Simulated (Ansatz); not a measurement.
# C2H9AlO2: basis-set convergence

An exercise on one series of results from a longer session: the logs are not shown, and one member is left open.

Method: one geometry, several basis sets; program: Ansatz 0.2.0, Gaussian basis.

Plan: PBE0-D4/def2-SVP; ωB97M-V/def2-SVP; PBE0-D4/def2-QZVPP; ωB97M-V/def2-QZVPP; the functionals' def2-TZVPP values are taken from earlier runs.

### The relaxed structure

All runs share one geometry, relaxed beforehand with PBE0-D4 in a triple-zeta def2 set.

SMILES `[CH3][Al-]([CH3])([OH])[OH2+]`, 14 atoms, charge 0, spin multiplicity 1.

Atoms are counted from 1 here; the program's logs count them from 0.

Bond lengths: C1–Al2 1.959 Å, C1–H6 1.095 Å, C1–H7 1.095 Å, C1–H8 1.096 Å, Al2–C3 1.964 Å, Al2–O4 1.753 Å, Al2–O5 2.019 Å, C3–H9 1.096 Å, C3–H10 1.096 Å, C3–H11 1.095 Å, O4–H12 0.954 Å, O5–H13 0.976 Å, O5–H14 0.963 Å. Angles: Al2–C1–H6 111.8°, Al2–C1–H7 112.4°, Al2–C1–H8 111.5°, H6–C1–H7 107.3°, H6–C1–H8 106.5°, H7–C1–H8 107.0°, C1–Al2–C3 121.0°, C1–Al2–O4 117.3°, C1–Al2–O5 107.6°, C3–Al2–O4 116.1°, C3–Al2–O5 101.0°, O4–Al2–O5 84.2°, Al2–C3–H9 110.8°, Al2–C3–H10 112.6°, Al2–C3–H11 112.9°, H9–C3–H10 106.1°, H9–C3–H11 106.3°, H10–C3–H11 107.7° and more.

The first run:

The input, in.yaml:

```yaml
crystal:
  periodic: [false, false, false]
  atoms:
    - {symbol: C, position_ang: [-1.416206, 1.337214, 0.199922]}
    - {symbol: Al, position_ang: [-0.185047, -0.176284, 0.022124]}
    - {symbol: C, position_ang: [1.297361, -0.426522, 1.286017]}
    - {symbol: O, position_ang: [-0.802073, -1.629604, -0.739356]}
    - {symbol: O, position_ang: [0.823050, 0.056111, -1.711896]}
    - {symbol: H, position_ang: [-0.884248, 2.271459, 0.407793]}
    - {symbol: H, position_ang: [-2.014640, 1.496744, -0.702569]}
    - {symbol: H, position_ang: [-2.118904, 1.188842, 1.027415]}
    - {symbol: H, position_ang: [0.919228, -0.638601, 2.292078]}
    - {symbol: H, position_ang: [1.926872, 0.465762, 1.379310]}
    - {symbol: H, position_ang: [1.947870, -1.266310, 1.018342]}
    - {symbol: H, position_ang: [-1.723783, -1.876704, -0.731680]}
    - {symbol: H, position_ang: [0.442240, -0.764517, -2.079002]}
    - {symbol: H, position_ang: [1.775380, -0.066890, -1.639700]}
basis:
  gaussian: {orbitals: def2-SVP}
hamiltonian: {xc: pbe0, dispersion: d4}
output: {orbitals: {seedname: orbitals}}
```

Run with:

```sh
> ansatz run in.yaml --threads 4 --pin off --events-out ev --progress --plain --max-ram 10444MiB
```

Among the steps run: PBE0-D4 in def2-SVP; ωB97M-V in def2-SVP; PBE0-D4 in def2-QZVPP; ωB97M-V in def2-QZVPP.

One of the session's tables, all rows but one given; the rest of the session is left out.

It belongs to the step «Functionals by basis». 

| functional | basis | HOMO (eV) | LUMO (eV) |
| --- | --- | --- | --- |
| PBE0-D4 | def2-SVP | -6.86 | 0.63 |
| PBE0-D4 | def2-TZVPP | -6.98 | 0.06 |
| PBE0-D4 | def2-QZVPP | -7.02 | -0.30 |
| ωB97M-V | def2-SVP | -9.11 | 2.22 |
| ωB97M-V | def2-TZVPP | -9.24 | 1.49 |
| ωB97M-V | def2-QZVPP | ? | ? |

Estimate the missing values for ωB97M-V, def2-QZVPP.

As computed: HOMO (eV): -9.26; LUMO (eV): 0.87. In the column «HOMO (eV)» it is the lowest.
